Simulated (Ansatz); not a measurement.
# CH₆AlNS: one species, many methods

One table from this session's results is given with a row withheld; the runs are named, their logs left out.

Computed with Ansatz 0.2.0, Gaussian basis. Level: functionals in def2-TZVPP, the program's frozen cores in correlated methods.

The runs, in order: LDA (SPW92), PBE-D4, revPBE-D4, BLYP-D4, r2SCAN-D4, B97M-V, PBE0-D4, B3LYP-D4, r2SCANh-D4, r2SCAN0-D4, HSE06-D4, BHLYP-D4, CAM-B3LYP-D4, LC-ωPBE, ωB97X-V, ωB97M-V, B2PLYP, PBE-QIDH; CCSD(T)/def2-SVP; CCSD(T)/def2-TZVPP; MP2/def2-QZVPP; extrapolation to the limit; RPA on PBE.

## The geometry

All runs share one geometry, relaxed beforehand with PBE0-D4 in a triple-zeta def2 set.

10 atoms, charge 0, spin multiplicity 1.

Atoms are counted from 1 here; the program's logs count them from 0.

Bond lengths: N1–C2 1.524 Å, N1–Al3 1.994 Å, N1–H5 1.013 Å, N1–H6 1.012 Å, C2–Al3 1.969 Å, C2–S4 1.757 Å, C2–H7 1.087 Å, Al3–H8 1.584 Å, Al3–H9 1.585 Å, S4–H10 1.353 Å. Angles: C2–N1–Al3 66.5°, C2–N1–H5 110.9°, C2–N1–H6 114.5°, Al3–N1–H5 117.6°, Al3–N1–H6 128.5°, H5–N1–H6 109.7°, N1–C2–Al3 68.2°, N1–C2–S4 115.3°, N1–C2–H7 109.2°, Al3–C2–S4 124.6°, Al3–C2–H7 116.3°, S4–C2–H7 113.7°, N1–Al3–C2 45.2°, N1–Al3–H8 110.3°, N1–Al3–H9 111.7°, C2–Al3–H8 118.7°, C2–Al3–H9 115.9°, H8–Al3–H9 125.1° and more.

Set-up of the first run:

Input file in.yaml:

```yaml
crystal:
  periodic: [false, false, false]
  atoms:
    - {symbol: N, position_ang: [-0.933923, 0.040300, -0.152790]}
    - {symbol: C, position_ang: [0.539623, 0.430949, -0.145800]}
    - {symbol: Al, position_ang: [0.082335, -0.722443, 1.383491]}
    - {symbol: S, position_ang: [1.459778, -0.089889, -1.548665]}
    - {symbol: H, position_ang: [-1.140790, -0.574998, -0.930907]}
    - {symbol: H, position_ang: [-1.575358, 0.822972, -0.156692]}
    - {symbol: H, position_ang: [0.625689, 1.494233, 0.062361]}
    - {symbol: H, position_ang: [0.228922, -2.290998, 1.222083]}
    - {symbol: H, position_ang: [-0.255436, 0.025813, 2.739808]}
    - {symbol: H, position_ang: [1.052362, 0.812861, -2.469888]}
basis:
  gaussian: {orbitals: def2-TZVPP}
hamiltonian: {xc: lda}
output: {orbitals: {seedname: orbitals}}
```

Steps of the session up to this table: LDA; PBE-D4 (GGA); revPBE-D4 (GGA); BLYP-D4 (GGA); r2SCAN-D4 (meta-GGA); B97M-V (meta-GGA); PBE0-D4 (hybrid); B3LYP-D4 (hybrid); r2SCANh-D4 (hybrid); r2SCAN0-D4 (hybrid); HSE06-D4 (hybrid); BHLYP-D4 (hybrid); CAM-B3LYP-D4 (range-separated); LC-ωPBE (range-separated); ωB97X-V (range-separated); ωB97M-V (range-separated); B2PLYP (double hybrid); PBE-QIDH (double hybrid).

One of the session's tables, all rows but one given; the rest of the session is left out.

It belongs to the step «Orbital energies across the functionals». 

```
  functional  HOMO (eV)  gap (eV)
 LDA (SPW92)          ?         ?
      PBE-D4      -5.90      5.05
   revPBE-D4      -5.85      5.08
     BLYP-D4      -5.76      4.97
   r2SCAN-D4      -6.14      5.73
      B97M-V      -6.25      5.53
     PBE0-D4      -7.13      7.04
    B3LYP-D4      -6.89      6.56
  r2SCANh-D4      -6.60      6.43
  r2SCAN0-D4      -7.29      7.47
    HSE06-D4      -6.72      6.27
    BHLYP-D4      -8.21      8.81
CAM-B3LYP-D4      -8.46      9.22
     LC-ωPBE      -9.81     11.70
     ωB97X-V      -9.47     11.20
     ωB97M-V      -9.32     10.69
```

Q: Estimate the row for LDA (SPW92) from the others.

**Answer.** HOMO (eV): -6.02; gap (eV): 5.00. In the column «HOMO (eV)» it lies between r2SCAN-D4 (-6.14) and PBE-D4 (-5.90).
